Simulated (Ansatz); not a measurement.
**FeCl4− (sextet): geometry and frequencies at several levels**

The task here is to estimate one member of a computed series from the others.

Computed with Ansatz 0.2.0 (the levels named in each step, unless a step's input says otherwise).

## Starting point

Bond lengths: Cl1–Fe2 2.175 Å, Fe2–Cl3 2.175 Å, Fe2–Cl4 2.176 Å, Fe2–Cl5 2.175 Å. Angles: Cl1–Fe2–Cl3 109.5°, Cl1–Fe2–Cl4 109.5°, Cl1–Fe2–Cl5 109.5°, Cl3–Fe2–Cl4 109.4°, Cl3–Fe2–Cl5 109.5°, Cl4–Fe2–Cl5 109.4°.

As a file:

```xyz
5

Cl   -1.1098   -0.0082    1.8706
Fe    0.0002    0.0002    0.0005
Cl    1.7890   -1.2187    0.2123
Cl   -1.2461   -0.8130   -1.5865
Cl    0.5667    2.0403   -0.4971
```

Set-up of the first run:

File input.yaml:

```yaml
crystal:
  periodic: [false, false, false]
  atoms:
    - { symbol: Cl, position_ang: [-1.14363058, -0.00884584, 1.92766716] }
    - { symbol: Fe, position_ang: [1.061e-05, 0.00015141, 1.02e-06] }
    - { symbol: Cl, position_ang: [1.84374418, -1.25549054, 0.21918565] }
    - { symbol: Cl, position_ang: [-1.28454302, -0.8376964, -1.63472188] }
    - { symbol: Cl, position_ang: [0.58438881, 2.10253138, -0.51234195] }
magnetization:
  spin_polarized: true
  initial_magnetization: 5
total_charge: -1
basis:
  gaussian: { orbitals: STO-3G }
hamiltonian:
  xc: hf
relax:
  f_tol: 0.002
  max_steps: 150
```

Started as:

```sh
$ ansatz run input.yaml --threads 4 --pin off --max-ram 10240MiB --backend cpu --events-out ev --progress --plain --runs-dir out
```

Among the steps run: Relaxation, HF/STO-3G; Frequencies, HF/STO-3G; Relaxation, HF/def2-SVPD; Frequencies, HF/def2-SVPD; Relaxation, LDA/def2-SVPD; Frequencies, LDA/def2-SVPD; Relaxation, PBE-D4/def2-SVPD; Frequencies, PBE-D4/def2-SVPD.

One table of the session follows, with a row left open; its other results are not shown here.

| level | Cl1–Fe2 (Å) | Fe2–Cl3 (Å) | Fe2–Cl4 (Å) | highest frequency (cm⁻¹) |
| --- | --- | --- | --- | --- |
| HF/STO-3G | ? | ? | ? | ? |
| HF/def2-SVPD | 2.2899 | 2.2899 | 2.2899 | 383 |
| LDA/def2-SVPD | 2.1926 | 2.1926 | 2.1926 | 378 |
| PBE-D4/def2-SVPD | 2.2432 | 2.2432 | 2.2432 | 352 |

**Question.** Estimate the row for HF/STO-3G.

As computed: Cl1–Fe2 (Å): 2.2665; Fe2–Cl3 (Å): 2.2665; Fe2–Cl4 (Å): 2.2665; highest frequency (cm⁻¹): 437. In the column «Cl1–Fe2 (Å)» it lies between PBE-D4/def2-SVPD (2.2432) and HF/def2-SVPD (2.2899).
